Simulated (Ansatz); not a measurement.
# C2H3F2In: taking an electron away

Aim: the vertical ionisation energy of C2H3F2In, as cation minus neutral at the neutral's geometry, on several levels, and how well −ε(HOMO) stands in for it.

Method: unrestricted cation, the program's frozen cores in correlated methods; program: Ansatz 0.2.0, Gaussian basis.

Levels to be run: UKS PBE-D4/def2-TZVPP; UKS r2SCAN-D4/def2-TZVPP; UKS PBE0-D4/def2-TZVPP; UKS B3LYP-D4/def2-TZVPP; UKS wB97X-V/def2-TZVPP; UKS wB97M-V/def2-TZVPP; UKS B2PLYP/def2-TZVPP; UHF-CCSD(T)/def2-TZVPP; UHF-MP2/def2-QZVPP; extrapolation to the limit; then −ε(HOMO) from the neutral's earlier runs with LDA (SPW92), PBE-D4, revPBE-D4, BLYP-D4, r2SCAN-D4, B97M-V, PBE0-D4, B3LYP-D4, r2SCANh-D4, r2SCAN0-D4, HSE06-D4, BHLYP-D4, CAM-B3LYP-D4, LC-ωPBE, ωB97X-V, ωB97M-V.

### 1 The geometry

An earlier PBE0-D4 in a triple-zeta def2 set relaxation fixed the geometry. In takes the def2 core potential; no spin-orbit term is included.

SMILES `C=[CH][In]([F])[F]`, 8 atoms, charge 0, spin multiplicity 1.

Atoms are counted from 1 here; the program's logs count them from 0.

Bond lengths: C1–C2 1.328 Å, C1–H6 1.088 Å, C1–H7 1.086 Å, C2–In3 2.099 Å, C2–H8 1.085 Å, In3–F4 1.938 Å, In3–F5 1.944 Å. Angles: C2–C1–H6 121.0°, C2–C1–H7 123.0°, H6–C1–H7 116.0°, C1–C2–In3 121.0°, C1–C2–H8 120.4°, In3–C2–H8 118.6°, C2–In3–F4 129.8°, C2–In3–F5 122.4°, F4–In3–F5 107.8°.

### 2 Cation, UKS PBE-D4/def2-TZVPP

File in.yaml:

```yaml
crystal:
  periodic: [false, false, false]
  atoms:
    - {symbol: C, position_ang: [0.046506, 0.937642, 1.199923]}
    - {symbol: C, position_ang: [-0.561403, -0.067600, 0.580531]}
    - {symbol: In, position_ang: [0.153952, -0.798988, -1.252265]}
    - {symbol: F, position_ang: [-0.524728, -2.231998, -2.367402]}
    - {symbol: F, position_ang: [1.723586, -0.057857, -2.128331]}
    - {symbol: H, position_ang: [-0.324783, 1.318550, 2.148947]}
    - {symbol: H, position_ang: [0.930077, 1.428042, 0.803484]}
    - {symbol: H, position_ang: [-1.443217, -0.527791, 1.015123]}
basis:
  gaussian: {orbitals: def2-TZVPP}
total_charge: 1
magnetization: {spin_polarized: true, initial_magnetization: 1}
hamiltonian: {xc: pbe, dispersion: d4}
```

Run with:

```
> ansatz run in.yaml --threads 2 --pin off --events-out ev --progress --plain --max-ram 32768MiB --backend cpu
```

After this run come: Cation, UKS r2SCAN-D4/def2-TZVPP; Cation, UKS PBE0-D4/def2-TZVPP; Cation, UKS B3LYP-D4/def2-TZVPP; Cation, UKS wB97X-V/def2-TZVPP; Cation, UKS wB97M-V/def2-TZVPP; Cation, UKS B2PLYP (frozen core)/def2-TZVPP; Cation, UHF-CCSD(T)/def2-TZVPP; Cation, UHF-MP2/def2-QZVPP.

**Question.** What will the summary of the whole plan be? Wanted: ionisation energy, CCSD(T)/CBS; nearest functional by difference; nearest −ε(HOMO); −ε(HOMO) of PBE; T1 of the cation.

**Answer**, as computed:

```
                        quantity               value
  ionisation energy, CCSD(T)/CBS            11.53 eV
nearest functional by difference   B2PLYP (-0.26 eV)
                nearest −ε(HOMO)  ωB97X-V (-0.16 eV)
                 −ε(HOMO) of PBE             7.66 eV
                T1 of the cation               0.017
```

What this shows: By cation minus neutral, the functionals miss by 0.87 eV at most. −ε(HOMO) of PBE misses by 3.9 eV, since self-interaction lifts the level. Among orbital estimates ωB97X-V comes nearest. Hartree-Fock falls 1.80 eV short, as the neutral has more correlation energy than the cation. Correlated methods include outer-core shells of In, which these sets cover unevenly. With outer-core shells in play the reference is unsure by up to some tenths of an eV, so close misses can't be ranked.
